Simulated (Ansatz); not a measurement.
**C₅H₁₂SeSn: up Jacob's ladder to CCSD(T)**

The task here is to estimate one member of a computed series from the others.

Method: functionals in def2-TZVPP, the program's frozen cores in correlated methods; program: Ansatz 0.2.0, Gaussian basis.

The runs, in order: LDA (SPW92), PBE-D4, revPBE-D4, BLYP-D4, r2SCAN-D4, B97M-V, PBE0-D4, B3LYP-D4, r2SCANh-D4, r2SCAN0-D4, HSE06-D4, BHLYP-D4, CAM-B3LYP-D4, LC-ωPBE, ωB97X-V, ωB97M-V, B2PLYP, PBE-QIDH; CCSD(T)/def2-SVP; CCSD(T)/def2-TZVPP; MP2/def2-QZVPP; extrapolation to the limit; RPA on PBE.

### The geometry

All runs share one geometry, relaxed beforehand with PBE0-D4 in a triple-zeta def2 set. Sn takes the def2 core potential; no spin-orbit term is included.

SMILES `C=C[Se][Sn]([CH3])([CH3])[CH3]`, 19 atoms, charge 0, spin multiplicity 1.

Atoms are counted from 1 here; the program's logs count them from 0.

Bond lengths: C1–C2 1.325 Å, C1–H8 1.084 Å, C1–H9 1.085 Å, C2–Se3 1.908 Å, C2–H10 1.086 Å, Se3–Sn4 2.552 Å, Sn4–C5 2.143 Å, Sn4–C6 2.140 Å, Sn4–C7 2.140 Å, C5–H11 1.091 Å, C5–H12 1.090 Å, C5–H13 1.090 Å, C6–H14 1.090 Å, C6–H15 1.091 Å, C6–H16 1.090 Å, C7–H17 1.090 Å, C7–H18 1.091 Å, C7–H19 1.090 Å. Angles: C2–C1–H8 122.0°, C2–C1–H9 120.5°, H8–C1–H9 117.5°, C1–C2–Se3 123.4°, C1–C2–H10 120.8°, Se3–C2–H10 115.7°, C2–Se3–Sn4 95.5°, Se3–Sn4–C5 107.9°, Se3–Sn4–C6 105.7°, Se3–Sn4–C7 107.7°, C5–Sn4–C6 111.9°, C5–Sn4–C7 110.8°, C6–Sn4–C7 112.5°, Sn4–C5–H11 109.8°, Sn4–C5–H12 109.8°, Sn4–C5–H13 110.3°, H11–C5–H12 109.1°, H11–C5–H13 108.6° and more.

Geometry (Å):

```xyz
19
charge 0, multiplicity 1
C     2.8337    0.5296    2.1417
C     2.2631    0.6215    0.9491
Se    0.8747    1.8651    0.5430
Sn   -0.7254    0.1341   -0.4344
C     0.3081   -0.9160   -1.9911
C    -2.3899    1.2453   -1.1920
C    -1.2826   -1.2019    1.1424
H     2.4992    1.1228    2.9853
H     3.6686   -0.1450    2.3021
H     2.6161    0.0218    0.1159
H    -0.3789   -1.5975   -2.4959
H     0.7040   -0.2056   -2.7167
H     1.1314   -1.4968   -1.5743
H    -2.0548    1.9384   -1.9637
H    -3.1255    0.5636   -1.6219
H    -2.8598    1.8098   -0.3865
H    -0.3828   -1.5896    1.6207
H    -1.8659   -2.0353    0.7473
H    -1.8752   -0.6685    1.8855
```

The first run:

in.yaml reads:

```yaml
crystal:
  periodic: [false, false, false]
  atoms:
    - {symbol: C, position_ang: [2.833662, 0.529558, 2.141706]}
    - {symbol: C, position_ang: [2.263077, 0.621536, 0.949132]}
    - {symbol: Se, position_ang: [0.874651, 1.865120, 0.543028]}
    - {symbol: Sn, position_ang: [-0.725413, 0.134096, -0.434428]}
    - {symbol: C, position_ang: [0.308145, -0.916024, -1.991077]}
    - {symbol: C, position_ang: [-2.389941, 1.245287, -1.192049]}
    - {symbol: C, position_ang: [-1.282561, -1.201898, 1.142366]}
    - {symbol: H, position_ang: [2.499242, 1.122801, 2.985261]}
    - {symbol: H, position_ang: [3.668633, -0.145023, 2.302097]}
    - {symbol: H, position_ang: [2.616098, 0.021843, 0.115928]}
    - {symbol: H, position_ang: [-0.378877, -1.597497, -2.495907]}
    - {symbol: H, position_ang: [0.703987, -0.205588, -2.716716]}
    - {symbol: H, position_ang: [1.131396, -1.496843, -1.574299]}
    - {symbol: H, position_ang: [-2.054779, 1.938352, -1.963736]}
    - {symbol: H, position_ang: [-3.125474, 0.563564, -1.621927]}
    - {symbol: H, position_ang: [-2.859777, 1.809768, -0.386480]}
    - {symbol: H, position_ang: [-0.382781, -1.589640, 1.620718]}
    - {symbol: H, position_ang: [-1.865857, -2.035318, 0.747286]}
    - {symbol: H, position_ang: [-1.875233, -0.668495, 1.885495]}
basis:
  gaussian: {orbitals: def2-TZVPP}
hamiltonian: {xc: lda}
output: {orbitals: {seedname: orbitals}}
```

Steps of the session up to this table: LDA; PBE-D4 (GGA); revPBE-D4 (GGA); BLYP-D4 (GGA); r2SCAN-D4 (meta-GGA); B97M-V (meta-GGA); PBE0-D4 (hybrid); B3LYP-D4 (hybrid); r2SCANh-D4 (hybrid); r2SCAN0-D4 (hybrid); HSE06-D4 (hybrid); BHLYP-D4 (hybrid); CAM-B3LYP-D4 (range-separated); LC-ωPBE (range-separated); ωB97X-V (range-separated); ωB97M-V (range-separated); B2PLYP (double hybrid); PBE-QIDH (double hybrid).

One of the session's tables, all rows but one given; the rest of the session is left out.

It belongs to the step «Frontier levels by functional». 

| functional | HOMO (eV) | gap (eV) |
| --- | --- | --- |
| LDA (SPW92) | -5.23 | 3.87 |
| PBE-D4 | -5.09 | 3.96 |
| revPBE-D4 | -5.03 | 4.00 |
| BLYP-D4 | -4.92 | 3.93 |
| r2SCAN-D4 | -5.31 | 4.39 |
| B97M-V | -5.40 | 4.53 |
| PBE0-D4 | -6.15 | 5.98 |
| B3LYP-D4 | -5.93 | 5.53 |
| r2SCANh-D4 | -5.70 | 5.13 |
| r2SCAN0-D4 | -6.30 | 6.24 |
| HSE06-D4 | -5.76 | 5.21 |
| BHLYP-D4 | -7.07 | 7.94 |
| CAM-B3LYP-D4 | -7.39 | 8.29 |
| LC-ωPBE | -8.70 | 10.75 |
| ωB97X-V | ? | ? |
| ωB97M-V | -8.26 | 10.01 |

**Question.** Estimate the row for ωB97X-V.

**Answer.** HOMO (eV): -8.37; gap (eV): 10.32. In the column «HOMO (eV)» it lies between LC-ωPBE (-8.70) and ωB97M-V (-8.26).
